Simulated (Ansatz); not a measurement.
# CO2Pd: the cost of one run

Method: the levels named in each step, in Ansatz 0.2.0.

## Step 1: The system as given

Bond lengths: O1–C2 1.173 Å, C2–O3 1.159 Å, O1–Pd4 2.233 Å, C2–Pd4 2.037 Å. Angles: O1–C2–O3 166.8°, O1–C2–Pd4 83.5°, O3–C2–Pd4 109.7°, C2–O1–Pd4 65.0°, O1–Pd4–C2 31.5°.

Structure file:

```xyz
4

O    -1.0511   -0.0813   -1.3681
C    -1.3430    0.3187   -0.3044
O    -1.8692    0.7526    0.6322
Pd    0.5906   -0.1369    0.1450
```

## Step 2: A rough first relaxation, PBE-D4/def2-SVPD

Contents of input.yaml:

```yaml
crystal:
  periodic: [false, false, false]
  atoms:
    - { symbol: O, position_ang: [-1.05111, -0.08134, -1.36813] }
    - { symbol: C, position_ang: [-1.34298, 0.31867, -0.30442] }
    - { symbol: O, position_ang: [-1.86917, 0.75264, 0.63221] }
    - { symbol: Pd, position_ang: [0.59061, -0.13689, 0.145] }
basis:
  gaussian: { orbitals: def2-SVPD }
hamiltonian:
  xc: pbe
  dispersion: d4
relax:
  f_tol: 0.03
  max_steps: 200
```

Started as:

```
> ansatz run input.yaml --threads 4 --pin off --max-ram 10240MiB --backend cpu --events-out ev --progress --plain --runs-dir out
```

Q: Estimate wall time and peak memory on 4 threads of Intel Xeon at 2.50GHz (Skylake/Cascade Lake), shared host.

About 14 s, with a peak of 0.18 GiB.
